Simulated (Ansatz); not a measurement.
From input file to script: La3In, space group Pm-3m in Ansatz 0.2.0.

```yaml
crystal:
  lattice: { bravais: cubic, a: 5.11 }
  space_group: 221
  atoms:
    - { symbol: La, position: [0.0, 0.5, 0.5] }
    - { symbol: In, position: [0.0, 0.0, 0.0] }
basis:
  ecutwfc: 476.1992593048
kpoints:
  mp_grid: { grid: [5, 5, 5] }
hamiltonian:
  xc: pbesol
scf:
  occupations: { method: fermi_dirac, width: 0.05 }
output:
  write_density: true
  write_potential: true
  volumetric_format: npy
  elf: true
```

Launched from the shell:
```console
$ ansatz run input.yaml --threads 1 --pin off --max-ram 3072MiB --backend cpu --events-out ev --progress --plain --runs-dir out
crystal.space_group: 221 is read as Pm-3m: the typed cell holds La3In1 (La 3c, In 1a). Least distances (Å): La–La 3.613, La–In 3.613, In–In 5.110
crystal.space_group generates its sites in this order, which a site index counts, at these fractional coordinates of the primitive cell where crystal.reduce_to_primitive is true, and else of the cell that is read (crystal.supercell repeats the list replica by replica, and crystal.defects acts on that): 0: La [0.000000, 0.500000, 0.500000]; 1: La [0.500000, 0.000000, 0.500000]; 2: La [0.500000, 0.500000, 0.000000]; 3: In [0.000000, 0.000000, 0.000000];
Engine: ansatz 0.2.0, aarch64-unknown-linux-gnu
Pseudopotentials: kind: paw
Pseudopotential: La, paw, valence charge 11, recommended cutoff 420 eV (normal), La.paw.azcp
Pseudopotential: In, paw, valence charge 13, recommended cutoff 420 eV (normal), In.paw.azcp
Functional definition: PBEsol
  exchange = pbesol_x
  correlation = pbesol_c
Crystal: 4 atoms, lattice volume = 133.433 Å³
Basis set: ecut = 476.1992593048 eV, 3119 PW (Γ)
Bands: 28, of which v1, the nominal top of the filled ones, is band 23 counted from 1 (22 counted from 0)
Symmetry: 48 space group operations
Space group: Pm-3m (ITA 221), of the structure as read, at distance tolerance 5.1e-5 Å
k-points: 10 of 125
Non-local potential: La, projectors of the file, l = 0: 3, l = 1: 2, l = 2: 2, l = 3: 3
Non-local potential: In, projectors of the file, l = 0: 2, l = 1: 2, l = 2: 2, l = 3: 2
PAW form: soft (Blöchl's): semilocal exchange-correlation on the pseudo side does not see the compensation charge
PAW frozen core: La, regenerated for the run's functional, and the local potential with it (the file was generated under x = pbe(κ = 0.804, μ = 0.2195149727645171), c = pbe(β = 0.06672455060314922))
PAW frozen core: In, regenerated for the run's functional, and the local potential with it (the file was generated under x = pbe(κ = 0.804, μ = 0.2195149727645171), c = pbe(β = 0.06672455060314922))
PAW one-centre angular grid: La, 590 points (default); XC on 64 Gauss nodes
PAW one-centre angular grid: In, 590 points (default); XC on 64 Gauss nodes
Initial density: superposition of atomic densities (neutral atoms: chi_scale 0, normalization atom), corrected by the library's trained network
Initial wavefunctions: pseudopotential atomic-orbital guess
Functional: x = pbesol(κ = 0.804, μ = 0.12345679012345678), c = pbesol(β = 0.046)
SCF iter   1: F=—  HF=-24010.475741 eV  |F-HF|=—  |Δ(HF+E_count)|=         —  Δρ=5.11e-3  dr2=7.69e-2  ethr=1.77e-3  ⟨swp⟩=5.5  Hψ=1335  notcnv=0
preconditioner: auto → Resta (q_TF=auto, 2.285 Å⁻¹)  ε∞=3.8  [insulator: Δε(μ)=0.187 eV  Ē_g=12.119 eV  σ=0.050 eV  W_gap=0.61  n_scr=26 (ndim 8)  ℏωp=20.3 eV  f_vac=0.000  D(μ)=4.92/eV (n_scr^D=32)  ε∞_Penn≈3.8]
SCF iter   2: F=—  HF=-24010.457909 eV  |F-HF|=—  |Δ(HF+E_count)|=   1.78e-2  Δρ=2.73e-3  dr2=1.81e-2  ethr=1.67e-4  ⟨swp⟩=3.3  Hψ=508  notcnv=0
SCF iter   3: F=—  HF=-24010.453958 eV  |F-HF|=—  |Δ(HF+E_count)|=   3.95e-3  Δρ=5.99e-4  dr2=7.22e-4  ethr=3.93e-5  ⟨swp⟩=2.4  Hψ=471  notcnv=0
SCF iter   4: F=—  HF=-24010.453828 eV  |F-HF|=—  |Δ(HF+E_count)|=   1.31e-4  Δρ=1.01e-4  dr2=1.59e-5  ethr=1.57e-6  ⟨swp⟩=1.8  Hψ=321  notcnv=0
SCF iter   5: F=—  HF=-24010.453830 eV  |F-HF|=—  |Δ(HF+E_count)|=   2.59e-6  Δρ=2.88e-5  dr2=6.66e-7  ethr=3.46e-8  ⟨swp⟩=2.7  Hψ=515  notcnv=0
SCF iter   6: F=-24010.453830 eV  HF=-24010.453830 eV  |F-HF|=5.53e-8  |Δ(HF+E_count)|=   1.01e-7  Δρ=7.73e-6  dr2=6.03e-8  ethr=2.17e-10  ⟨swp⟩=6.8  Hψ=991  notcnv=0
SCF 1 converged in 6 iterations: F = -24010.453830 eV  dr2 = 6.03e-8
  greatest PAW one-centre occupation: 0.980 electrons in one spin orbital (limit 2), on the In atom at site 3 (counted from 0), in its partial waves of l = 2
SCF converged after 6 iterations
Free energy (F): -24010.453830 eV
Harris-Foulkes:  -24010.453830 eV  (|F-HF|=5.53e-8)
Internal energy: -24010.407926 eV  (E = F + TS)
E sigma→0 (E₀):  -24010.430878 eV
Entropy (-TS):   -0.045904 eV (-11.476 meV/atom)
Fermi energy:    11.011004 eV
--- Per-component energies (eV) ---
  E_band       = -141.878121
  E_kinetic    = 821.331483
  E_local      = -2147.544407  (includes V_loc(G=0)·N_el)
  E_nonlocal   = 655.845613
  E_hartree    = 782.315915
  E_xc         = -628.627483
  E_vxc        = -541.769246  (∫ρ·V_xc dr)
  E_paw        = -20067.644780  (= ΣΔE_a)
  E_vpaw       = -494.383201  (= ΣTr[D̂ρ^β])
  E_aug_tail   = 0.000011  (compensation charges beyond the density's cutoff)
  E_ewald      = -3426.828709
  E_core_change = 0.744431  (= ΣΔE_core)
  E_smearing   = -0.045904  (= −TS)
  E_closure    = -0.000000  (closes the sum)
  Σ components = -24010.453830   (vs F -24010.453830, Δ=0.00e0)
--- Band table (eV; the first three rows and the last of 10) ---
  k-point 0: bands = ["-21.8618", "-21.5693", "-21.5693", "-6.0524", "-6.0524", "-6.0524", "-5.2518", "-5.2518", "-5.2518", "-4.8268", "-4.8268", "-4.8268", "-2.7029", "-2.7029", "-2.7029", "-2.6942", "-2.6942", "5.1789", "8.4277", "10.1072", "10.1072", "10.1794", "10.1794", "10.1794", "11.7592", "11.7592", "11.7592", "12.3736"]
  k-point 1: bands = ["-21.8377", "-21.5942", "-21.5688", "-5.9931", "-5.9931", "-5.9601", "-5.2841", "-5.2841", "-5.2718", "-4.9732", "-4.8753", "-4.8753", "-2.7027", "-2.6919", "-2.6919", "-2.6907", "-2.6853", "5.4606", "8.7753", "9.7054", "10.2666", "10.2712", "10.2712", "10.4730", "11.6266", "11.6976", "11.6976", "12.2684"]
  k-point 2: bands = ["-21.7814", "-21.6520", "-21.5682", "-5.8676", "-5.8676", "-5.7017", "-5.3714", "-5.3714", "-5.3167", "-5.3038", "-4.9479", "-4.9479", "-2.7024", "-2.6850", "-2.6742", "-2.6742", "-2.6713", "6.0680", "8.6882", "9.6221", "10.2920", "10.2920", "10.4385", "11.3295", "11.9938", "11.9938", "12.0449", "12.0470"]
  k-point 9: bands = ["-21.6842", "-21.6559", "-21.6559", "-6.4024", "-5.9138", "-5.8999", "-5.8999", "-4.9699", "-4.9699", "-4.8754", "-4.8531", "-4.8531", "-2.6971", "-2.6964", "-2.6964", "-2.6782", "-2.6782", "5.8503", "9.5862", "10.1149", "10.1149", "10.7638", "11.0823", "11.0823", "12.0430", "12.0430", "12.1191", "12.4361"]
```

Script `scf_la3in.py`:
```python
"""SCF run for La3In."""

from pathlib import Path
import json

import ansatz as az
import numpy as np

system = (
    az.Lattice.cubic(5.11)
    .space_group(221)
    .atom("La", (0.0, 0.5, 0.5))
    .atom("In", (0.0, 0.0, 0.0))
)

# the calculation
model = (
    system.calculation()
    .functional(az.Functional.PBESOL)
    .basis(35 * az.Ry)
    .kpoints(5)
    .occupations("fermi_dirac", width=0.05)
    .compute(density=True, potential=True, electron_localization_function=True, output_files={"volumetric_format": "npy"})
)
session = model.session()
planned = session.plan(threads=1)
outcome = planned.execute()
r = outcome.report

print(f"free energy      {r['free_energy_ev']:.5f} eV")
print(f"per atom         {r['free_energy_ev'] / len(outcome.lattice.sites):.5f} eV")
print(f"SCF iterations   {r['n_iterations']}  (converged: {r['converged']})")

folder = Path(outcome.write_results("fields"))
for name in sorted(p.name for p in folder.glob("*.npy")):
    field = np.load(folder / name)
    print(f"{name:16s} {str(field.shape):16s} min {field.min():10.4f}  mean {field.mean():10.4f}  max {field.max():10.4f}")

keep = ["free_energy_ev", "energy_sigma0_ev", "fermi_energy_ev", "n_iterations", "converged", "magnetization_mub", "n_kpoints"]
with open("la3in.json", "w") as handle:
    json.dump({key: r[key] for key in keep}, handle, indent=1)
```

```console
$ python scf_la3in.py
free energy      -24010.45383 eV
per atom         -6002.61346 eV
SCF iterations   6  (converged: True)
elf.npy          (40, 40, 40)     min     0.0003  mean     0.3325  max     0.8422
rho.npy          (40, 40, 40)     min     0.0636  mean     0.3447  max    12.9796
v_es.npy         (40, 40, 40)     min   -38.4709  mean     5.2578  max    14.7247
v_tot.npy        (40, 40, 40)     min   -63.1626  mean    -4.7396  max     7.5360
```

Reading the output:
- Absolute energies stand on the zero of these potentials, so only differences at equal settings mean something.
- The mesh is modest for a metal, so energies can be off by several to tens of meV an atom and pressures by half a GPa or more; differences at equal mesh fare better.
- Of the deposited cell: the entry's cell lengths or inner coordinates differ somewhat from later room-temperature determinations.
- Grid values close to the nuclei reflect the PAW or pseudopotential construction, not the all-electron fields.
- The starting cell is as deposited in a crystallographic database; the results hold for this polymorph, which needn't be the stable one.
- Cost: of the order of 4 core-seconds.

(Lines on the test bed's own set-up are left out of the output.)
